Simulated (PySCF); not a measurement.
# C₂H₁₀BNSi₂: electronic excitations

Aim: predict the electronic excitations of C₂H₁₀BNSi₂ (`C=CB[SiH2]N[SiH3]`).

Programs: PySCF 2.14.0, with density-fitted response routines of our own. Each step states its level of theory. These are calculated values for one molecule in the gas phase, unless marked as measured. Atoms count from 0, in the outputs and in this text.

**1. Starting geometry**

16 atoms, charge 0, multiplicity 1; geometry from: GFN2-xTB.

Bonds of the start (Å): C0–C1 1.33, C1–B2 1.54, B2–Si3 1.96, Si3–N4 1.75, N4–Si5 1.73, C0–H6 1.08, C0–H7 1.08, C1–H8 1.09, B2–H9 1.17, Si3–H10 1.49, Si3–H11 1.48, N4–H12 1.01, Si5–H13 1.46, Si5–H14 1.46, Si5–H15 1.47.

**2. Excited states and response: B3LYP/def2-SVPD**

The job: settings as JSON, then the geometry in Å.

```
{"job": {"kind": "uv", "xc": "B3LYP", "basis": "def2-SVPD", "nstates": 8, "ntriplets": 3}, "charge": 0, "multiplicity": 1}
C      3.197456    -0.286429     0.094980
C      2.380948     0.767938     0.137789
B      0.853346     0.694330    -0.062994
Si    -0.156615    -0.903643     0.439744
N     -1.825236    -0.532886     0.807032
Si    -2.917034     0.575221     0.055636
H      4.271395    -0.198838     0.165023
H      2.814084    -1.284102    -0.048271
H      2.852906     1.739666     0.261608
H      0.341008     1.621176    -0.570578
H     -0.136420    -1.948936    -0.620865
H      0.269900    -1.633034     1.654507
H     -2.285145    -1.253411     1.339974
H     -4.158311     0.508662     0.829550
H     -2.327121     1.912618     0.120965
H     -3.182759     0.230613    -1.348028
```

With the program's defaults for keys left out, this is: TDDFT B3LYP/def2-SVPD, vertical, gas phase, core orbitals frozen in the response.

On the command line:

```console
$ OMP_NUM_THREADS=1 python probes_run.py task.json out
```

The driver reads the jobs from task.json and runs them one after another.

Predict these results of the whole session: lowest singlet (B3LYP/def2-SVPD); brightest single state of those computed; lowest triplet.

**Answer**, as computed:

| quantity | value |
| --- | --- |
| lowest singlet (B3LYP/def2-SVPD) | 3.24 eV (383 nm), f = 0.003 |
| brightest single state of those computed | state 3, 5.07 eV, f = 0.082 |
| lowest triplet | 2.86 eV |

In words: The lowest singlet, at 3.24 eV, is HOMO→LUMO 0.98 and is weak; of the 8 states computed, the strongest absorption comes from state 3 at 5.07 eV. The lowest triplet lies 0.38 eV below the lowest singlet (triplets in Tamm-Dancoff, singlets in full TDDFT).
